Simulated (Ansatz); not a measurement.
**Ta3N: energy and stress against strain**

This session takes Ta3N and sets out to strain the cell along the Voigt pattern (0, 0, 0, 1, 0, 0).

Program: Ansatz 0.2.0. Level of theory: DFT PBE, scalar-relativistic, plane waves, PAW. These are calculated values, not measurements.

**1. The system as given**

The structure is trigonal, space group P-3m1 (No. 164). The conventional cell has a = 3.022 Å, b = 3.022 Å, c = 7.558 Å, α = 90.00°, β = 90.00°, γ = 120.00°. Ta (site symmetry -3m) has 12 Ta at 3.02 Å in its first shell of neighbours. Ta (site symmetry 3m) is surrounded by 3 N at 2.18 Å. N (site symmetry -3m) is surrounded by 6 Ta at 2.18 Å.

Structure file:

```
CELL_PARAMETERS angstrom
3.02177 0.00000 0.00000
-1.51089 2.61693 0.00000
0.00000 0.00000 7.55759
ATOMIC_POSITIONS crystal
Ta 0.00000 0.00000 0.50000
Ta 0.33333 0.66667 0.17360
Ta 0.66667 0.33333 0.82640
N 0.00000 0.00000 0.00000
```

It goes back to an entry of the Materials Project, which need not be the stable form.

This cell was relaxed beforehand with the same method: volume 14.94 Å³/atom, gap on the mesh none (metal).

**2. The reference cell**

Reference values: F = -30182.5986 eV; pressure 0.01 GPa; largest force 0.003 eV/Å; gap on the mesh none (metal). It was computed beforehand with the settings of the runs below.

**3. Next: energy and stress against strain**

The cell is strained by ε times the Voigt pattern (0, 0, 0, 1, 0, 0) (xx, yy, zz, yz, xz, xy; engineering shear), with fractional coordinates fixed (clamped ions). The stress on the pattern is the sum of the stress components weighted by it, tension positive.

**4. Point ε = -0.0600**

Contents of input.yaml:

```yaml
crystal:
  lattice:
    - [3.0217748255, 0.0, 0.0]
    - [-1.5108874128, 2.6169337634, -0.0785080129]
    - [0.0, -0.2267276456, 7.5575881873]
  atoms:
    - { symbol: Ta, position: [0.0, 0.0, 0.5] }
    - { symbol: Ta, position: [0.3333333333, 0.6666666667, 0.1735950547] }
    - { symbol: Ta, position: [0.6666666667, 0.3333333333, 0.8264049453] }
    - { symbol: "N", position: [0.0, 0.0, 0.0] }
basis:
  ecutwfc: 420
kpoints:
  mp_grid: { grid: [18, 18, 6] }
hamiltonian:
  xc: pbe
scf:
  occupations: { method: gaussian, width: 0.15 }
output:
  forces: true
  stress: true
  eigenvalues: true
```

Started as:

```sh
$ ansatz run input.yaml --threads 1 --pin off --max-ram 2560MiB --backend cpu --events-out ev --progress --plain --runs-dir out
```

**5. ε = 0.0450**

Edit input.yaml of step 4 so:

```diff
@@ -3,4 +3,4 @@
     - [3.0217748255, 0.0, 0.0]
-    - [-1.5108874128, 2.6169337634, -0.0785080129]
-    - [0.0, -0.2267276456, 7.5575881873]
+    - [-1.5108874128, 2.6169337634, 0.0588810097]
+    - [0.0, 0.1700457342, 7.5575881873]
   atoms:
```

**6. ε = -0.0300**

Edit input.yaml of step 5 so:

```diff
@@ -3,4 +3,4 @@
     - [3.0217748255, 0.0, 0.0]
-    - [-1.5108874128, 2.6169337634, 0.0588810097]
-    - [0.0, 0.1700457342, 7.5575881873]
+    - [-1.5108874128, 2.6169337634, -0.0392540065]
+    - [0.0, -0.1133638228, 7.5575881873]
   atoms:
```

**7. At ε = 0.0150**

Edit input.yaml of step 6 so:

```diff
@@ -3,4 +3,4 @@
     - [3.0217748255, 0.0, 0.0]
-    - [-1.5108874128, 2.6169337634, -0.0392540065]
-    - [0.0, -0.1133638228, 7.5575881873]
+    - [-1.5108874128, 2.6169337634, 0.0196270032]
+    - [0.0, 0.0566819114, 7.5575881873]
   atoms:
```

**8. ε = 0.0600**

Edit input.yaml of step 7 so:

```diff
@@ -3,4 +3,4 @@
     - [3.0217748255, 0.0, 0.0]
-    - [-1.5108874128, 2.6169337634, 0.0196270032]
-    - [0.0, 0.0566819114, 7.5575881873]
+    - [-1.5108874128, 2.6169337634, 0.0785080129]
+    - [0.0, 0.2267276456, 7.5575881873]
   atoms:
```

**9. At ε = -0.0450**

Edit input.yaml of step 8 so:

```diff
@@ -3,4 +3,4 @@
     - [3.0217748255, 0.0, 0.0]
-    - [-1.5108874128, 2.6169337634, 0.0785080129]
-    - [0.0, 0.2267276456, 7.5575881873]
+    - [-1.5108874128, 2.6169337634, -0.0588810097]
+    - [0.0, -0.1700457342, 7.5575881873]
   atoms:
```

**10. Point ε = 0.0300**

Edit input.yaml of step 9 so:

```diff
@@ -3,4 +3,4 @@
     - [3.0217748255, 0.0, 0.0]
-    - [-1.5108874128, 2.6169337634, -0.0588810097]
-    - [0.0, -0.1700457342, 7.5575881873]
+    - [-1.5108874128, 2.6169337634, 0.0392540065]
+    - [0.0, 0.1133638228, 7.5575881873]
   atoms:
@@ -22 +22,5 @@
   eigenvalues: true
+  write_density: true
+  write_potential: true
+  elf: true
+  volumetric_format: npy
```

**11. ε = -0.0150**

Edit input.yaml of step 10 so:

```diff
@@ -3,4 +3,4 @@
     - [3.0217748255, 0.0, 0.0]
-    - [-1.5108874128, 2.6169337634, 0.0392540065]
-    - [0.0, 0.1133638228, 7.5575881873]
+    - [-1.5108874128, 2.6169337634, -0.0196270032]
+    - [0.0, -0.0566819114, 7.5575881873]
   atoms:
@@ -22,5 +22 @@
   eigenvalues: true
-  write_density: true
-  write_potential: true
-  elf: true
-  volumetric_format: npy
```

**12. ε = 0.0525**

Edit input.yaml of step 11 so:

```diff
@@ -3,4 +3,4 @@
     - [3.0217748255, 0.0, 0.0]
-    - [-1.5108874128, 2.6169337634, -0.0196270032]
-    - [0.0, -0.0566819114, 7.5575881873]
+    - [-1.5108874128, 2.6169337634, 0.0686945113]
+    - [0.0, 0.1983866899, 7.5575881873]
   atoms:
```

(Steps that only read results are left out.)

What does the calculation give? Wanted: slope of the stress at ε = 0, over ±0.0150.

As calculated:

```
                                  quantity    value
slope of the stress at ε = 0, over ±0.0150  -12 GPa
```

**Reading.** From the stress slope, C44 is about -12 GPa with the ions clamped; a negative value means that the cell is unstable against this strain. The energy drops below the reference, by 1.8 meV/atom at ε = -0.0600. The runs treat Ta without spin-orbit coupling.
